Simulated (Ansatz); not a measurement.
# ClH3O3Sn: how energies converge with the basis set

An exercise on one series of results from a longer session: the logs are not shown, and one member is left open.

Computed with Ansatz 0.2.0, Gaussian basis. Level: one geometry, several basis sets.

Levels to be run: PBE0-D4/def2-SVP; ωB97M-V/def2-SVP; PBE0-D4/def2-QZVPP; ωB97M-V/def2-QZVPP; the functionals' def2-TZVPP values are taken from earlier runs.

## The relaxed structure

The geometry comes from an earlier relaxation with PBE0-D4 in a triple-zeta def2 set; it is a stationary point, not always the lowest conformer. Sn takes the def2 core potential; no spin-orbit term is included.

SMILES `[OH][Sn]([OH])([OH])[Cl]`, 8 atoms, charge 0, spin multiplicity 1.

Atoms are counted from 1 here; the program's logs count them from 0.

Bond lengths: O1–Sn2 1.940 Å, O1–H6 0.962 Å, Sn2–O3 1.939 Å, Sn2–O4 1.933 Å, Sn2–Cl5 2.305 Å, O3–H7 0.961 Å, O4–H8 0.962 Å. Angles: Sn2–O1–H6 112.7°, O1–Sn2–O3 108.6°, O1–Sn2–O4 113.0°, O1–Sn2–Cl5 107.2°, O3–Sn2–O4 105.6°, O3–Sn2–Cl5 113.6°, O4–Sn2–Cl5 109.0°, Sn2–O3–H7 113.0°, Sn2–O4–H8 111.5°.

Coordinates:

| atom | x (Å) | y (Å) | z (Å) |
| --- | --- | --- | --- |
| O1 | -0.9690 | 0.8976 | 1.2514 |
| Sn2 | -0.0351 | 0.0655 | -0.2314 |
| O3 | 1.7086 | -0.5168 | 0.3848 |
| O4 | -0.9166 | -1.5274 | -0.8812 |
| Cl5 | 0.0602 | 1.6163 | -1.9336 |
| H6 | -1.4324 | 1.6998 | 0.9940 |
| H7 | 2.0504 | 0.0183 | 1.1069 |
| H8 | -0.3738 | -2.3104 | -0.7466 |

Set-up of the first run:

Contents of in.yaml:

```yaml
crystal:
  periodic: [false, false, false]
  atoms:
    - {symbol: O, position_ang: [-0.969030, 0.897603, 1.251386]}
    - {symbol: Sn, position_ang: [-0.035069, 0.065539, -0.231443]}
    - {symbol: O, position_ang: [1.708573, -0.516751, 0.384844]}
    - {symbol: O, position_ang: [-0.916592, -1.527437, -0.881243]}
    - {symbol: Cl, position_ang: [0.060177, 1.616336, -1.933567]}
    - {symbol: H, position_ang: [-1.432445, 1.699785, 0.993993]}
    - {symbol: H, position_ang: [2.050365, 0.018274, 1.106879]}
    - {symbol: H, position_ang: [-0.373778, -2.310449, -0.746649]}
basis:
  gaussian: {orbitals: def2-SVP}
hamiltonian: {xc: pbe0, dispersion: d4}
output: {orbitals: {seedname: orbitals}}
```

Run with:

```sh
ansatz run in.yaml --threads 4 --pin off --events-out ev --progress --plain --max-ram 10444MiB
```

Among the steps run: PBE0-D4 in def2-SVP; ωB97M-V in def2-SVP; PBE0-D4 in def2-QZVPP; ωB97M-V in def2-QZVPP.

One table of the session follows, with a row left open; its other results are not shown here.

| functional | basis | HOMO (eV) | LUMO (eV) |
| --- | --- | --- | --- |
| PBE0-D4 | def2-SVP | -8.99 | -1.74 |
| PBE0-D4 | def2-TZVPP | ? | ? |
| PBE0-D4 | def2-QZVPP | -9.36 | -2.10 |
| ωB97M-V | def2-SVP | -11.39 | 0.36 |
| ωB97M-V | def2-TZVPP | -11.73 | -0.02 |
| ωB97M-V | def2-QZVPP | -11.78 | -0.21 |

Estimate the missing values for PBE0-D4, def2-TZVPP.

The run gave: HOMO (eV): -9.30; LUMO (eV): -2.01. In the column «HOMO (eV)» it lies between PBE0-D4, def2-QZVPP (-9.36) and PBE0-D4, def2-SVP (-8.99).
